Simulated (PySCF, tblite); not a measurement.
# C₈H₈NPS: infrared bands and NMR shifts

Wanted: the infrared bands and NMR shifts of C₈H₈NPS (`C=CP(CC#N)c1ccsc1`), by calculation.

The runs use tblite 0.8.0 and PySCF 2.14.0, with density-fitted response routines of our own; the level of theory stands in each step. All values are computed, except where a source is named. Atoms count from 0, in the outputs and in this text.

**1. The starting structure**

19 atoms, charge 0, multiplicity 1; geometry from: GFN2-xTB.

Bonds of the start (Å): C0–C1 1.32, C1–P2 1.82, P2–C3 1.89, C3–C4 1.43, C4–N5 1.14, P2–C6 1.82, C6–C7 1.42, C7–C8 1.35, C8–S9 1.72, S9–C10 1.72, C10–C6 1.36, C0–H11 1.08, C0–H12 1.08, C1–H13 1.08, C3–H14 1.09, C3–H15 1.09, C7–H16 1.08, C8–H17 1.07, C10–H18 1.07.

**2. Vibrational analysis with GFN2-xTB**

Job settings and geometry (Å):

```
{"job": {"kind": "ir", "xc": "GFN2-xTB", "basis": "xTB"}, "charge": 0, "multiplicity": 1}
C     -2.346692    -1.933450     0.307916
C     -1.205569    -1.539965     0.852032
P     -0.647725     0.169100     1.117073
C     -1.535209     1.010951    -0.322102
C     -0.902766     2.268427    -0.583928
N     -0.374725     3.262797    -0.785764
C      0.989955     0.048875     0.322690
C      1.991820     1.035105     0.533766
C      3.126316     0.778877    -0.157926
S      3.012747    -0.672810    -1.075046
C      1.407699    -0.932789    -0.524864
H     -3.057710    -1.246283    -0.120530
H     -2.621042    -2.975611     0.265569
H     -0.539099    -2.266117     1.304750
H     -1.480199     0.376736    -1.212198
H     -2.577881     1.180020    -0.039434
H      1.848296     1.892390     1.166810
H      4.031905     1.350783    -0.195149
H      0.870075    -1.797785    -0.861127
```

**Question.** This job is followed by: GIAO PBE0/pcSseg-1 NMR shielding, non-relativistic, gas phase. What will the session give for the following? strongest single infrared mode (GFN2-xTB); zero-point energy (GFN2-xTB); ¹³C shifts against TMS (PBE0/pcSseg-1); ¹H shifts against TMS (PBE0/pcSseg-1, means over atoms taken as alike); ³¹P shifts against H3PO4 (PBE0/pcSseg-1); ¹⁵N shifts against NH3 (PBE0/pcSseg-1); ³³S shifts against CS2 (PBE0/pcSseg-1).

**Answer**, as computed:

| quantity | value |
| --- | --- |
| strongest single infrared mode (GFN2-xTB) | 2399 cm⁻¹, 233 km/mol |
| zero-point energy (GFN2-xTB) | 83.6 kcal/mol |
| ¹³C shifts against TMS (PBE0/pcSseg-1) | 149.8, 139.6, 139.2, 137.3, 135.6, 129.3, 121.0, 21.7 ppm |
| ¹H shifts against TMS (PBE0/pcSseg-1, means over atoms taken as alike) | 7.63, 7.39, 7.25, 7.09, 6.24, 5.62, 2.41 ppm |
| ³¹P shifts against H3PO4 (PBE0/pcSseg-1) | -48.3 ppm |
| ¹⁵N shifts against NH3 (PBE0/pcSseg-1) | 305.1 ppm |
| ³³S shifts against CS2 (PBE0/pcSseg-1) | 255 ppm |

What this shows: No mode is imaginary among the 51: a minimum at this level. The strongest single mode, at 2399 cm⁻¹, moves mainly C4 and N5. Unscaled tight-binding wavenumbers are off by several per cent, some by more. Its intensities can rank the bands wrongly. At PBE0/pcSseg-1: The widest tensor belongs to N5: span 501 ppm, with a paramagnetic part of -378 ppm. NICS(1)zz of -27 ppm above the planar ring from C6 marks a diatropic (aromatic) ring current.
